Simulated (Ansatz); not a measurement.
I need a single point in a Gaussian basis of CH9BN2Si, SMILES B[SiH](N)NC. Use the Python package of Ansatz (0.2.0). Use: MP2, def2-SVP basis, multiplicity 1.

```xyz
14

B    -1.5666    1.0292    1.5124
Si   -0.6670    0.3339   -0.0213
N    -0.0084    1.6793   -1.0004
N     0.7293   -0.7277    0.5635
C     1.2403   -1.4776   -0.5723
H    -2.5226    1.8258    1.3267
H    -1.2582    0.7909    2.6019
H    -1.5684   -0.4152   -0.8525
H     0.8435    2.0680   -0.4087
H     0.4057    1.2614   -1.8417
H     0.2018   -1.4390    1.2251
H     2.0393   -2.1526   -0.1564
H     1.6758   -0.7422   -1.2812
H     0.4424   -2.0634   -1.0662
```

Script `ch9bn2si_energy.py`:
```python
'''Single point of CH9BN2Si.'''

import sys

import ansatz

GEOMETRY = '''
B    -1.56660    1.02920    1.51240
Si   -0.66700    0.33390   -0.02130
N    -0.00840    1.67930   -1.00040
N     0.72930   -0.72770    0.56350
C     1.24030   -1.47760   -0.57230
H    -2.52260    1.82580    1.32670
H    -1.25820    0.79090    2.60190
H    -1.56840   -0.41520   -0.85250
H     0.84350    2.06800   -0.40870
H     0.40570    1.26140   -1.84170
H     0.20180   -1.43900    1.22510
H     2.03930   -2.15260   -0.15640
H     1.67580   -0.74220   -1.28120
H     0.44240   -2.06340   -1.06620
'''


def main() -> None:
    system = ansatz.Crystal.molecule()
    for line in GEOMETRY.strip().splitlines():
        symbol, *xyz = line.split()
        system = system.atom(symbol, [float(v) for v in xyz])

    calculation = system.calculation()
    calculation = calculation.basis(gaussian='def2-SVP')
    calculation = calculation.correlation('mp2')
    try:
        summary = calculation.run(threads=1, pin='off').report
    except ansatz.AnsatzError as error:
        sys.exit(f'{type(error).__name__}: {error}')

    print('reference energy %16.6f eV' % summary['reference_energy_ev'])
    print('total energy     %16.6f eV' % summary['free_energy_ev'])
    print('occupied (up, down):', summary['n_occupied'], ' virtual:', summary['n_virtual'], ' frozen:', summary['n_frozen'])

    parts = summary['correlation']
    for name in ('random_phase', 'coupled_cluster', 'perturbative'):
        if name in parts:
            print(f'{name:16s} {parts[name]["energy"]["hartree"]:12.7f} Ha')
    if 'second_order' in parts:
        pair = parts['second_order']
        print(f'MP2 same spin {pair["same_spin"]["hartree"]:.7f} Ha, opposite spin {pair["opposite_spin"]["hartree"]:.7f} Ha')


if __name__ == '__main__':
    main()
```

`python ch9bn2si_energy.py` gives:
```text
reference energy    -12663.155507 eV
total energy        -12681.491342 eV
occupied (up, down): [15, 15]  virtual: [95, 95]  frozen: 9
MP2 same spin -0.1490592 Ha, opposite spin -0.5247703 Ha
```

Notes:
- Total energies depend on the basis set; only differences at equal settings carry meaning.
- The geometry is a force-field or estimated start, not a minimum of this method, and the basis set is short of its limit.
- Timing: 2.1 s on 1 thread of Intel(R) Xeon(R) 6975P-C (Granite Rapids) (shared host), peak memory 0.28 GiB.

(A comment or docstring line of the script was reworded after the run, the code is as it ran; lines on the test bed's own set-up are left out of the output.)
